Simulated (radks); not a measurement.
**Nuclear size and the levels of Dy²⁺**

One table from this session's results is given with a row withheld; the runs are named, their logs left out.

Program: radks (a radial shooting solver on a logarithmic mesh, Libxc functionals) version 1. Level of theory: Dirac Kohn-Sham, PBE, spin-unpolarised, spherical densities, finite nucleus; open shells fill j = l - 1/2 first. These are calculated values, not measurements, unless marked.

## The system

- element: dysprosium (Z = 66)
- charge: +2
- electrons: 64
- configuration: [Xe] 4f10
- nuclear rms radius: 5.2218 fm

Set-up of the first run:

Settings of this run:

```text
Z 66
configuration [Xe] 4f10 6s0 5d0
relativity Dirac
functional pbe,pbe
spin unpolarised
j_filling energy
nucleus finite rms 5.2218 fm
c 137.035999084
```

Among the steps run: rms radius 5.2218 fm.

One of the session's tables, all rows but one given; the rest of the session is left out.

It belongs to the step «rms radius 5.2218 fm». Radial moments (bohr):

| level | <r> | outermost maximum (interpolated) | 90 % within | nodes |
| --- | --- | --- | --- | --- |
| 5s1/2 | 1.301 | 1.16 | 1.88 | 4 |
| 5p1/2 | ? | ? | ? | ? |
| 5p3/2 | 1.568 | 1.35 | 2.31 | 3 |
| 4f5/2 | 0.8595 | 0.537 | 1.51 | 0 |
| 4f7/2 | 0.8777 | 0.542 | 1.55 | 0 |
| 6s1/2 | 3.386 | 3.05 | 4.85 | 5 |
| 5d3/2 | 2.440 | 1.90 | 3.80 | 2 |
| 5d5/2 | 2.495 | 1.95 | 3.88 | 2 |

Estimate the missing values for 5p1/2.

The run gave: <r>: 1.466; outermost maximum (interpolated): 1.27; 90 % within: 2.15; nodes: 3. In the column «<r>» it lies between 5s1/2 (1.301) and 5p3/2 (1.568).
